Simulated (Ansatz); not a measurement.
# C₂H₇AlBNO: small, medium and large basis sets

An exercise on one series of results from a longer session: the logs are not shown, and one member is left open.

Program: Ansatz 0.2.0, Gaussian basis. Level of theory: one geometry, several basis sets. These are calculated values, not measurements.

Levels to be run: PBE0-D4/def2-SVP; ωB97M-V/def2-SVP; PBE0-D4/def2-QZVPP; ωB97M-V/def2-QZVPP; the functionals' def2-TZVPP values are taken from earlier runs.

## The geometry

All runs share one geometry, relaxed beforehand with PBE0-D4 in a triple-zeta def2 set.

13 atoms, charge 0, spin multiplicity 1.

Atoms are counted from 1 here; the program's logs count them from 0.

Bond lengths: B1–C2 1.616 Å, B1–C3 1.696 Å, B1–Al6 2.104 Å, B1–H7 1.266 Å, B1–H8 1.194 Å, C2–C3 1.466 Å, C2–H9 1.083 Å, C2–H10 1.084 Å, C3–N4 1.433 Å, C3–O5 1.422 Å, C3–Al6 2.051 Å, N4–H11 1.012 Å, N4–H12 1.015 Å, O5–Al6 1.719 Å, Al6–H7 1.865 Å, Al6–H13 1.564 Å. Angles: C2–B1–C3 52.5°, C2–B1–Al6 107.3°, C2–B1–H7 110.4°, C2–B1–H8 125.2°, C3–B1–Al6 64.3°, C3–B1–H7 110.7°, C3–B1–H8 127.1°, Al6–B1–H7 61.4°, Al6–B1–H8 119.7°, H7–B1–H8 115.8°, B1–C2–C3 66.6°, B1–C2–H9 118.4°, B1–C2–H10 115.2°, C3–C2–H9 116.7°, C3–C2–H10 116.7°, H9–C2–H10 114.9°, B1–C3–C2 61.0°, B1–C3–N4 119.0° and more.

Set-up of the first run:

in.yaml

```yaml
crystal:
  periodic: [false, false, false]
  atoms:
    - {symbol: B, position_ang: [-1.016000, 0.054852, 0.508921]}
    - {symbol: C, position_ang: [-0.823291, 0.337098, -1.070738]}
    - {symbol: C, position_ang: [0.427003, 0.006693, -0.381150]}
    - {symbol: N, position_ang: [1.119410, -1.240785, -0.516069]}
    - {symbol: O, position_ang: [1.306352, 1.085371, -0.089568]}
    - {symbol: Al, position_ang: [0.686538, 0.807699, 1.489523]}
    - {symbol: H, position_ang: [-1.114525, 1.146041, 1.143039]}
    - {symbol: H, position_ang: [-1.606260, -0.872476, 0.976166]}
    - {symbol: H, position_ang: [-0.926536, 1.354192, -1.429523]}
    - {symbol: H, position_ang: [-1.231825, -0.422439, -1.728011]}
    - {symbol: H, position_ang: [0.479281, -2.018555, -0.422058]}
    - {symbol: H, position_ang: [1.559882, -1.298981, -1.429145]}
    - {symbol: H, position_ang: [1.160370, 1.026488, 2.963611]}
basis:
  gaussian: {orbitals: def2-SVP}
hamiltonian: {xc: pbe0, dispersion: d4}
output: {orbitals: {seedname: orbitals}}
```

On the command line:

```console
ansatz run in.yaml --threads 4 --pin off --events-out ev --progress --plain --max-ram 10444MiB
```

Steps of the session up to this table: PBE0-D4 in def2-SVP; ωB97M-V in def2-SVP; PBE0-D4 in def2-QZVPP; ωB97M-V in def2-QZVPP.

One of the session's tables, all rows but one given; the rest of the session is left out.

It belongs to the step «Density functionals: the series». 

| functional | basis | HOMO (eV) |
| --- | --- | --- |
| PBE0-D4 | def2-SVP | -6.65 |
| PBE0-D4 | def2-TZVPP | -6.75 |
| PBE0-D4 | def2-QZVPP | -6.78 |
| ωB97M-V | def2-SVP | ? |
| ωB97M-V | def2-TZVPP | -8.99 |
| ωB97M-V | def2-QZVPP | -9.02 |

**Question.** Estimate the row for ωB97M-V, def2-SVP.

**Answer.** HOMO (eV): -8.87. In the column «HOMO (eV)» it lies between ωB97M-V, def2-TZVPP (-8.99) and PBE0-D4, def2-QZVPP (-6.78).
